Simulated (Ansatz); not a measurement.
# CH8AlBSi: small, medium and large basis sets

Aim: see how fast density functionals converge with the basis set for CH8AlBSi.

Method: one geometry, several basis sets; program: Ansatz 0.2.0, Gaussian basis.

Plan: PBE0-D4/def2-SVP; ωB97M-V/def2-SVP; PBE0-D4/def2-QZVPP; ωB97M-V/def2-QZVPP; the functionals' def2-TZVPP values are taken from earlier runs.

## 1. The relaxed structure

The geometry comes from an earlier relaxation with PBE0-D4/def2-TZVP; it is a stationary point, not always the lowest conformer.

SMILES `[AlH2][CH2]B[SiH3]`, 12 atoms, charge 0, spin multiplicity 1.

Atoms are counted from 1 here; the program's logs count them from 0.

Bond lengths: Al1–C2 1.996 Å, Al1–H5 1.582 Å, Al1–H6 1.582 Å, C2–B3 1.503 Å, C2–H7 1.099 Å, C2–H8 1.092 Å, B3–Si4 2.018 Å, B3–H9 1.203 Å, Si4–H10 1.494 Å, Si4–H11 1.492 Å, Si4–H12 1.492 Å. Angles: C2–Al1–H5 119.1°, C2–Al1–H6 118.5°, H5–Al1–H6 122.1°, Al1–C2–B3 99.5°, Al1–C2–H7 97.0°, Al1–C2–H8 105.0°, B3–C2–H7 117.4°, B3–C2–H8 119.8°, H7–C2–H8 113.0°, C2–B3–Si4 123.2°, C2–B3–H9 119.0°, Si4–B3–H9 117.4°, B3–Si4–H10 110.6°, B3–Si4–H11 110.4°, B3–Si4–H12 113.6°, H10–Si4–H11 106.8°, H10–Si4–H12 107.4°, H11–Si4–H12 107.9°.

## 2. PBE0-D4 in def2-SVP

Contents of in.yaml:

```yaml
crystal:
  periodic: [false, false, false]
  atoms:
    - {symbol: Al, position_ang: [-1.472634, 1.062446, 0.764564]}
    - {symbol: C, position_ang: [-1.183456, -0.685828, -0.154756]}
    - {symbol: B, position_ang: [0.238774, -0.950487, 0.254599]}
    - {symbol: Si, position_ang: [1.827426, -0.090748, -0.645211]}
    - {symbol: H, position_ang: [-0.725535, 2.348585, 0.226275]}
    - {symbol: H, position_ang: [-2.536243, 1.134385, 1.933970]}
    - {symbol: H, position_ang: [-1.356192, -0.328096, -1.179519]}
    - {symbol: H, position_ang: [-1.982812, -1.333032, 0.211647]}
    - {symbol: H, position_ang: [0.449621, -1.616991, 1.233803]}
    - {symbol: H, position_ang: [2.518437, 0.845137, 0.292360]}
    - {symbol: H, position_ang: [2.827614, -1.126632, -1.035734]}
    - {symbol: H, position_ang: [1.472099, 0.686162, -1.868197]}
basis:
  gaussian: {orbitals: def2-SVP}
hamiltonian: {xc: pbe0, dispersion: d4}
output: {orbitals: {seedname: orbitals}}
```

On the command line:

```
$ ansatz run in.yaml --threads 2 --pin off --events-out ev --progress --plain --max-ram 4352MiB
```

Further steps of the session: ωB97M-V in def2-SVP; PBE0-D4 in def2-QZVPP; ωB97M-V in def2-QZVPP.

Before running them: what should the planned runs give, taken together? Wanted: PBE0-D4: double and triple zeta above quadruple; ωB97M-V: double and triple zeta above quadruple.

The runs gave:

| quantity | value |
| --- | --- |
| PBE0-D4: double and triple zeta above quadruple | 7.59, 0.59 eV |
| ωB97M-V: double and triple zeta above quadruple | 7.75, 0.56 eV |

In words: For PBE0-D4 the step from double to triple zeta gains 7.00 eV and the next only 0.59 eV. Total energies overstate the basis error of differences, where much of it tends to cancel.
